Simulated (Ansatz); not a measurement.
# CoOs: the cost of one run

Method: DFT PBEsol, with the methods named in each step, in Ansatz 0.2.0.

## (1) The starting structure

It takes space group P-6m2 (No. 187, hexagonal). Conventional cell: a = 2.671 Å, b = 2.671 Å, c = 4.117 Å, α = 90.00°, β = 90.00°, γ = 120.00°. Co (site symmetry -6m2) has 6 Os at 2.57 Å and 6 Co at 2.67 Å as nearest neighbours. Around Os (site symmetry -6m2) lie 6 Co at 2.57 Å and 6 Os at 2.67 Å.

Coordinates:

```xyz
2
Lattice="2.6713 0.0000 0.0000 -1.3356 2.3134 0.0000 0.0000 0.0000 4.1166" Properties=species:S:1:pos:R:3 pbc="T T T"
Co    1.3356    0.7711    2.0583
Os    0.0000    1.5423    0.0000
```

Atoms are numbered in the order of the input: Co1, Os2.

## (2) Free moments, LAPW

File input.yaml:

```yaml
crystal:
  lattice:
    - [2.6712738749, 0.0, 0.0]
    - [-1.3356369374, 2.3133910361, 0.0]
    - [0.0, 0.0, 4.116557]
  atoms:
    - { symbol: Co, position: [0.6666666667, 0.3333333333, 0.5], spin: 2.0 }
    - { symbol: Os, position: [0.3333333333, 0.6666666667, 0.0] }
magnetization:
  spin_polarized: true
kpoints:
  mp_grid: { grid: [14, 14, 8] }
scf:
  occupations: { method: fermi_dirac, width: 0.1 }
hamiltonian:
  xc: pbesol
  pseudopotentials: { kind: all_electron, lapw: { basis_error: 0.001 } }
output:
  forces: true
  stress: true
  eigenvalues: false
  populations: true
```

Started as:

```bash
$ ansatz run input.yaml --threads 1 --pin off --max-ram 3072MiB --backend cpu --events-out ev --progress --plain --runs-dir out
```

**Question.** How long does this run take on 1 thread of Arm Neoverse V1, shared host, and how much memory does it need?

About 3.5 min, with a peak of 0.79 GiB.
